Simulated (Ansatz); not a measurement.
# CH₅NO₃Si: how energies converge with the basis set

An exercise on one series of results from a longer session: the logs are not shown, and one member is left open.

Method: one geometry, several basis sets; program: Ansatz 0.2.0, Gaussian basis.

The runs, in order: PBE0-D4/def2-SVP; ωB97M-V/def2-SVP; PBE0-D4/def2-QZVPP; ωB97M-V/def2-QZVPP; the functionals' def2-TZVPP values are taken from earlier runs.

## The geometry

An earlier PBE0-D4 in a triple-zeta def2 set relaxation fixed the geometry.

SMILES `N[Si](O)(O)C=O`, 11 atoms, charge 0, spin multiplicity 1.

Atoms are counted from 1 here; the program's logs count them from 0.

Bond lengths: N1–Si2 1.687 Å, N1–H7 1.008 Å, N1–H8 1.005 Å, Si2–O3 1.636 Å, Si2–O4 1.645 Å, Si2–C5 1.916 Å, O3–H9 0.959 Å, O4–H10 0.958 Å, C5–O6 1.210 Å, C5–H11 1.117 Å. Angles: Si2–N1–H7 117.7°, Si2–N1–H8 125.1°, H7–N1–H8 113.4°, N1–Si2–O3 114.8°, N1–Si2–O4 114.9°, N1–Si2–C5 102.9°, O3–Si2–O4 103.9°, O3–Si2–C5 110.0°, O4–Si2–C5 110.4°, Si2–O3–H9 116.4°, Si2–O4–H10 116.5°, Si2–C5–O6 121.5°, Si2–C5–H11 119.8°, O6–C5–H11 118.7°.

The first run:

in.yaml reads:

```yaml
crystal:
  periodic: [false, false, false]
  atoms:
    - {symbol: N, position_ang: [-0.145526, -0.356055, -1.526100]}
    - {symbol: Si, position_ang: [0.193041, -0.271886, 0.124042]}
    - {symbol: O, position_ang: [-0.132689, -1.638538, 0.961397]}
    - {symbol: O, position_ang: [1.761983, 0.055245, 0.494510]}
    - {symbol: C, position_ang: [-0.943979, 1.150452, 0.721295]}
    - {symbol: O, position_ang: [-1.671584, 1.742074, -0.043378]}
    - {symbol: H, position_ang: [-0.896977, 0.215373, -1.880089]}
    - {symbol: H, position_ang: [0.083036, -1.130768, -2.123593]}
    - {symbol: H, position_ang: [0.532771, -1.921023, 1.591273]}
    - {symbol: H, position_ang: [2.226616, 0.649494, -0.096735]}
    - {symbol: H, position_ang: [-0.941490, 1.448635, 1.797979]}
basis:
  gaussian: {orbitals: def2-SVP}
hamiltonian: {xc: pbe0, dispersion: d4}
output: {orbitals: {seedname: orbitals}}
```

Among the steps run: PBE0-D4 in def2-SVP; ωB97M-V in def2-SVP; PBE0-D4 in def2-QZVPP; ωB97M-V in def2-QZVPP.

One of the session's tables, all rows but one given; the rest of the session is left out.

It belongs to the step «Functionals by basis». 

```
functional       basis  HOMO (eV)
   PBE0-D4    def2-SVP      -6.61
   PBE0-D4  def2-TZVPP      -6.85
   PBE0-D4  def2-QZVPP      -6.91
   ωB97M-V    def2-SVP      -8.93
   ωB97M-V  def2-TZVPP      -9.19
   ωB97M-V  def2-QZVPP          ?
```

**Question.** Estimate the row for ωB97M-V, def2-QZVPP.

As computed: HOMO (eV): -9.25. In the column «HOMO (eV)» it is the lowest.
